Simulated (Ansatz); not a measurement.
# AsHF (sextet): from Hartree-Fock to the top rungs, cc-pVTZ

An exercise on one series of results from a longer session: the logs are not shown, and one member is left open.

Method: cc-pVTZ, core rule «outside noble gas», up to 15 orbitals frozen; program: Ansatz 0.2.0, Gaussian basis.

Plan: UHF; CCSD(T) on ROHF; CCSD(T) on UHF; BCCD(T) on ROHF; CCSDT(Q) on ROHF; CCSDT(Q) on UHF; CASSCF and MRCISD+Q, 13 electrons in 9 orbitals; CASSCF and NEVPT2, 13 electrons in 9 orbitals.

7 further runs of the same task are left out: 2 for a known fault of the program, 5 set aside as unsound or not needed. Runs told in other sessions of the task aren't counted.

**What is computed**

The geometry is a PBE0/def2-TZVP stationary point (not a proven minimum) of the parent state, kept for this charge and spin. No spin-orbit coupling is included. The filled d shell of As may be among the frozen orbitals whatever the setting's name suggests.

3 atoms, charge 0, spin multiplicity 6.

Atoms are counted from 1 here; the program's logs count them from 0.

Bond lengths: F1–As2 1.800 Å, As2–H3 1.675 Å. Angles: F1–As2–H3 180.0°.

Set-up of the first run:

Contents of in.yaml:

```yaml
crystal:
  periodic: [false, false, false]
  atoms:
    - {symbol: F, position_ang: [0.000000, 0.000000, 1.758700]}
    - {symbol: As, position_ang: [0.000000, 0.000000, -0.041600]}
    - {symbol: H, position_ang: [0.000000, 0.000000, -1.717100]}
basis:
  gaussian: {orbitals: cc-pVTZ}
magnetization: {spin_polarized: true, initial_magnetization: 5}
hamiltonian: {xc: hf}
output: {orbitals: {seedname: orbitals}}
```

Run with:

```console
ansatz run in.yaml --threads 1 --pin off --events-out ev --progress --plain --max-ram 4096MiB --backend cpu
```

Among the steps run: UHF; CCSD(T) on ROHF; CCSD(T) on UHF; BCCD(T) on ROHF; CCSDT(Q) on ROHF; CCSDT(Q) on UHF; CASSCF and MRCISD+Q, 13 electrons in 9 orbitals; CASSCF and NEVPT2, 13 electrons in 9 orbitals.

One of the session's tables, all rows but one given; the rest of the session is left out.

| method | from RCCSDT(Q) (kcal/mol) |
| --- | --- |
| RMP2 | +20.06 |
| UMP2 | +20.61 |
| RCCSD | +8.16 |
| UCCSD | ? |
| RCCSD(T) | +1.04 |
| UCCSD(T) | +0.40 |
| BCCD(T) | +0.95 |
| RCCSDT | +0.42 |
| UCCSDT | -0.23 |
| RCCSDT(Q) | 0 |
| UCCSDT(Q) | -0.66 |
| CASSCF valence | +211.30 |
| NEVPT2 valence | +39.90 |
| MRCISD valence | +20.18 |
| MRCISD+Q valence | +4.62 |

Q: Estimate the row for UCCSD from the others.

The run gave: from RCCSDT(Q) (kcal/mol): +7.39. In the column «from RCCSDT(Q) (kcal/mol)» it lies between MRCISD+Q valence (+4.62) and RCCSD (+8.16).

Left out of the table: ROHF, UHF (another determinant or state than the rows shown).

Caveats from the session: Warnings: coupled cluster took another determinant than the lowest. Restricted and unrestricted rows rest on different reference determinants; a gap between their highest levels can come from leftover correlation error, from unlike frozen cores or from another state.
